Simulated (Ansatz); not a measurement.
# GaN2H (singlet): wave-function methods side by side, cc-pVDZ

The task here is to estimate one member of a computed series from the others.

Program: Ansatz 0.2.0, Gaussian basis. Level of theory: cc-pVDZ, core rule «outside noble gas», up to 16 orbitals frozen. These are calculated values, not measurements.

The runs, in order: UHF; CCSD(T) on RHF; CCSD(T) on UHF; BCCD(T) on RHF; CISD; CCSDT(Q) on RHF; CCSDT(Q) on UHF.

34 further runs of the same task are left out: 4 for a known fault of the program, 11 that didn't finish, 19 set aside as unsound or not needed.

**The geometry**

The geometry is a PBE0/def2-TZVP stationary point (not a proven minimum) of the parent state, kept for this charge and spin. No spin-orbit coupling is included. The filled d shell of Ga may be among the frozen orbitals whatever the setting's name suggests; the logs give the count.

4 atoms, charge 0, spin multiplicity 1.

Atoms are counted from 1 here; the program's logs count them from 0.

Bond lengths: Ga1–N2 1.931 Å, N2–N3 1.221 Å, N3–H4 1.025 Å. Angles: Ga1–N2–N3 159.6°, N2–N3–H4 120.5°.

Set-up of the first run:

Input file in.yaml:

```yaml
crystal:
  periodic: [false, false, false]
  atoms:
    - {symbol: Ga, position_ang: [0.000012, -0.128408, 2.216041]}
    - {symbol: N, position_ang: [0.000052, 0.027110, 0.291499]}
    - {symbol: N, position_ang: [0.000009, -0.304058, -0.883846]}
    - {symbol: H, position_ang: [-0.000074, 0.405356, -1.623694]}
basis:
  gaussian: {orbitals: cc-pVDZ}
magnetization: {spin_polarized: true, initial_magnetization: 0}
hamiltonian: {xc: hf}
output: {orbitals: {seedname: orbitals}}
```

Run with:

```bash
$ ansatz run in.yaml --threads 1 --pin off --events-out ev --progress --plain --max-ram 2393MiB
```

Steps of the session up to this table: UHF; CCSD(T) on RHF; CCSD(T) on UHF; BCCD(T) on RHF; CISD; CCSDT(Q) on RHF; CCSDT(Q) on UHF.

One table of the session follows, with a row left open; its other results are not shown here.

```
   method  from RCCSDT(Q) (kcal/mol)
      RHF                          ?
      UHF                    +256.54
     RMP2                     +26.84
     UMP2                     +30.21
    RCCSD                     +11.81
    UCCSD                     +12.15
 RCCSD(T)                      +1.72
 UCCSD(T)                      +2.22
  BCCD(T)                      +1.76
   RCCSDT                      +1.34
   UCCSDT                      +1.42
RCCSDT(Q)                          0
UCCSDT(Q)                      -0.12
```

Q: Estimate the row for RHF from the others.

**Answer.** from RCCSDT(Q) (kcal/mol): +258.21. In the column «from RCCSDT(Q) (kcal/mol)» it is the highest.

Not comparable, so not listed: CISD (they don't share determinant, frozen orbitals or solution with the rows shown, or repeat one).

Caveats from the session: Warnings: restricted reference is unstable; spin contamination; large T1 diagnostic. Restricted and unrestricted rows rest on different reference determinants; where their highest levels disagree by more than a few hundredths of an eV, they describe different states and don't form one ladder.
